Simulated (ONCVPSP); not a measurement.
**Pseudopotential generation for Al: ONCV, LDA (Perdew-Wang 92)**

Do these settings give a usable potential? It is generated, then checked for transferability, scattering, ghosts and hardness.

Program: ONCVPSP 4.0.1. Reference atom: LDA (Perdew-Wang 92), scalar-relativistic, spherical and spin-unpolarised. All values are calculated.

## Step 1: Starting point

Typed settings, in words:

```json
{
 "element": "aluminium (Al, Z = 13)",
 "type": "optimised norm-conserving Vanderbilt (ONCV)",
 "frozen core": "[Ne]",
 "valence charge": "3",
 "reference configuration": "3s1.75 3p1.25",
 "partial waves": "3s: rc 2.05 bohr, ncon 4, nbas 8, qcut 2.8 1/bohr, 2 projectors, debl 0.9 Ha; 3p: rc 2.80 bohr, ncon 4, nbas 8, qcut 3.3 1/bohr, 2 projectors, debl 3.1 Ha; d scattering state at 0.24 Ha: rc 2.95 bohr, ncon 4, nbas 7, qcut 3.4 1/bohr, 2 projectors, debl 1 Ha",
 "local potential": "polynomial inside 1.75 bohr (lpopt 5, dvloc0 0 Ha)",
 "core correction": "Teter function, fcfact 1.75, rcfact 1.45"
}
```

The nodes and maxima of the atom's own shells, from an earlier all-electron run, set the scale for the radii.

All-electron outer shells of the reference configuration (LDA (PZ), scalar-relativistic, ld1.x):

| shell | level (eV) | outermost node (bohr) | outermost maximum (bohr) |
| --- | --- | --- | --- |
| 2s | -107.96 | 0.17 | 0.50 |
| 2p | -70.17 | – | 0.43 |
| 3s | -8.06 | 0.80 | 2.06 |
| 3p | -2.96 | 0.82 | 2.61 |

## Step 2: Generation

The input, Al.dat:

```
# ATOM AND REFERENCE CONFIGURATION
# atsym  z   nc   nv     iexc    psfile
  Al 13.00    3    2  -001012      upf
#
#   n    l    f
    1    0    2.00
    2    0    2.00
    2    1    6.00
    3    0    1.75
    3    1    1.25
#
# PSEUDOPOTENTIAL AND OPTIMIZATION
# lmax
    2
#
#   l,   rc,      ep,       ncon, nbas, qcut
    0    2.05    0.00    4    8    2.80
    1    2.80    0.00    4    8    3.30
    2    2.95    0.24    4    7    3.40
#
# LOCAL POTENTIAL
# lloc, lpopt,  rc(5),   dvloc0
    4    5    1.75    0.00
#
# VANDERBILT-KLEINMAN-BYLANDER PROJECTORs
# l, nproj, debl
    0    2    0.90
    1    2    3.10
    2    2    1.00
#
# MODEL CORE CHARGE
# icmod, fcfact, rcfact
    3    1.75    1.45
#
# LOG DERIVATIVE ANALYSIS
# epsh1, epsh2, depsh
   -2.00    5.00    0.02
#
# OUTPUT GRID
# rlmax, drl
    6.00    0.01
#
# TEST CONFIGURATIONS
# ncnf
    4
# nvcnf
#   n    l    f
    2
    3    0    2.00
    3    1    1.00
#
    2
    3    0    2.00
    3    1    0.00
#
    2
    3    0    1.00
    3    1    0.00
#
    2
    3    0    1.00
    3    1    2.00
#
```

On the command line:

```sh
$ oncvpsp.x < Al.dat > Al.out
```

What does the calculation give? Wanted: cutoffs for 1 and 0.1 mHa per electron, occupied waves; bound ghosts; GHOST(+) flags; largest test error; largest phase difference near zero energy, channels read; rms error of d²Exc/dn², without and with the model core.

As calculated:

| quantity | value |
| --- | --- |
| cutoffs for 1 and 0.1 mHa per electron, occupied waves | 9.6 Ha and 37 Ha |
| bound ghosts | none found |
| GHOST(+) flags | none at low energy |
| largest test error (AE − PS) | +19 meV, for 3s1 3p0 |
| largest phase difference near zero energy, channels read | 0.002 rad |
| rms error of d²Exc/dn², without and with the model core | 3.62 and 1.45 mHa |

What this shows: By total energies transferability is good: the largest error is 19 meV on 23.9 eV, for 3s1 3p0. By its cutoff, 9.6 Ha for the looser tolerance, it is soft on the atom at that tolerance. The tighter tolerance needs 37 Ha, and converged work needs a cutoff nearer that. At the looser tolerance the 3s wave is the slowest; 3p needs 2 Ha. The program's ghost test flags no bound state. Near zero energy the phases of the channels with partial waves agree within 0.002 rad. All of this concerns the isolated atom, not yet a solid.
